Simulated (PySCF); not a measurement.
# [Dy(PH3)]2+: other functionals and bases at one geometry

Aim: see how levels, charges and forces of [Dy(PH3)]2+ depend on the level of theory. The structure is generated, not taken from experiment.

The runs use PySCF 2.14.0; several levels, as the steps say, no spin–orbit coupling.

1 further run of the same task is left out (for a known fault of the program).

**1. Starting geometry**

5 atoms, charge 2, spin multiplicity 1.

Bond lengths: Dy1–P2 3.096 Å, P2–H3 1.418 Å, P2–H4 1.418 Å, P2–H5 1.418 Å. Angles: Dy1–P2–H3 116.4°, Dy1–P2–H4 116.4°, Dy1–P2–H5 116.4°, H3–P2–H4 101.7°, H3–P2–H5 101.7°, H4–P2–H5 101.7°.

Geometry (Å):

```
Dy    0.0000    0.0000   -0.5059
P     0.0000    0.0000    2.5901
H     1.2703    0.0000    3.2205
H    -0.6352    1.1001    3.2205
H    -0.6352   -1.1001    3.2205
```

Formal oxidation states: Dy +2. Each metal's 10 4f electrons lie in its core potential, so multiplicities, spins and levels count the valence alone. An earlier session relaxed this geometry at PBE0, Dy lcecp-0-SVP with ECP56, P def2-SVP, H def2-SVP (singlet, point group C3v).

At PBE0 on the finer grid: E = -373.235263 Eh, frontier levels not given, since the 4f levels lie in the core, Mulliken charge on Dy1 +1.62 e, largest force component 0.014 eV/Å. 

Levels to run: BP86; revPBE; PBE0, TZVP. Hardware: 2 threads of Arm Neoverse V2, shared host.

**2. BP86**

The input, run.py (the lines that set the calculation):

```python
mol = gto.M(atom='''
Dy     0.00000     0.00000    -0.50587
P      0.00000     0.00000     2.59006
H      1.27033     0.00000     3.22045
H     -0.63516     1.10014     3.22045
H     -0.63517    -1.10013     3.22045''',
    basis={'Dy': 'lcecp-0-SVP', 'P': 'def2-SVP', 'H': 'def2-SVP'},
    ecp={'Dy': 'lcecp-0-SVP'},
    charge=2, spin=0)
mf = dft.RKS(mol, xc='B88,P86')
mf.grids.atom_grid = (75, 302)  # f atoms: unpruned, at least (60, 302)
mf = mf.density_fit()  # fitting sets: Dy AutoAux, P def2-universal-JKFIT, H def2-universal-JKFIT
mf.conv_tol = 1e-08; mf.max_cycle = 55
mf.kernel(dm0)  # dm0: the density of the relaxed state
```

Run with:

```console
> OMP_NUM_THREADS=2 python run.py
```

**3. revPBE**

Edit run.py (the lines that set the calculation) of step 2 so:

```diff
@@ -9,3 +9,3 @@
     charge=2, spin=0)
-mf = dft.RKS(mol, xc='B88,P86')
+mf = dft.RKS(mol, xc='PBE_R,PBE')
 mf.grids.atom_grid = (75, 302)  # f atoms: unpruned, at least (60, 302)
```

**4. PBE0, TZVP**

Basis: Dy lcecp-0-TZVP with ECP56, P def2-TZVP, H def2-TZVP. 

The input, run.py (the lines that set the calculation):

```python
mol = gto.M(atom='''
Dy     0.00000     0.00000    -0.50587
P      0.00000     0.00000     2.59006
H      1.27033     0.00000     3.22045
H     -0.63516     1.10014     3.22045
H     -0.63517    -1.10013     3.22045''',
    basis={'Dy': 'lcecp-0-TZVP', 'P': 'def2-TZVP', 'H': 'def2-TZVP'},
    ecp={'Dy': 'lcecp-0-TZVP'},
    charge=2, spin=0)
mf = dft.RKS(mol, xc='PBE0')
mf.grids.atom_grid = (75, 302)  # f atoms: unpruned, at least (60, 302)
mf = mf.density_fit()  # fitting sets: Dy AutoAux, P def2-universal-JKFIT, H def2-universal-JKFIT
mf.conv_tol = 1e-08; mf.max_cycle = 55
mf.kernel(dm0)  # dm0: free metal ions and neutral atoms
```

Q: Predict the outcome of this session. Wanted: for each run, charge on Dy1; dipole; largest force.

**Answer**, as computed:

| level | state | charge on Dy1 (e) | dipole (D) | largest force (eV/Å) | basis functions | time |
| --- | --- | --- | --- | --- | --- | --- |
| PBE0 (relaxed here) | singlet | 1.62 | 0.51 | 0.01 | 64 | 3.1 s |
| BP86 | singlet | 1.59 | 0.79 | 0.31 | 64 | 1.6 s |
| revPBE | singlet | 1.59 | 0.80 | 0.24 | 64 | 1.6 s |
| PBE0, TZVP | singlet | 1.70 | 0.63 | 0.18 | 102 | 3.7 s |

Times are on 2 threads of Arm Neoverse V2, shared host; the first row also made further properties. The dipole of a charged species depends on the origin, so these sizes hold for this origin alone.

The largest leftover force, 0.31 eV/Å with BP86, stands at a geometry relaxed at another level. The Mulliken charge on Dy spans +1.59 to +1.70 e over the levels. With 4f in the core, its levels are missing from HOMO and gap. Total energies of different levels can't be compared. Spin–orbit coupling is left out throughout.
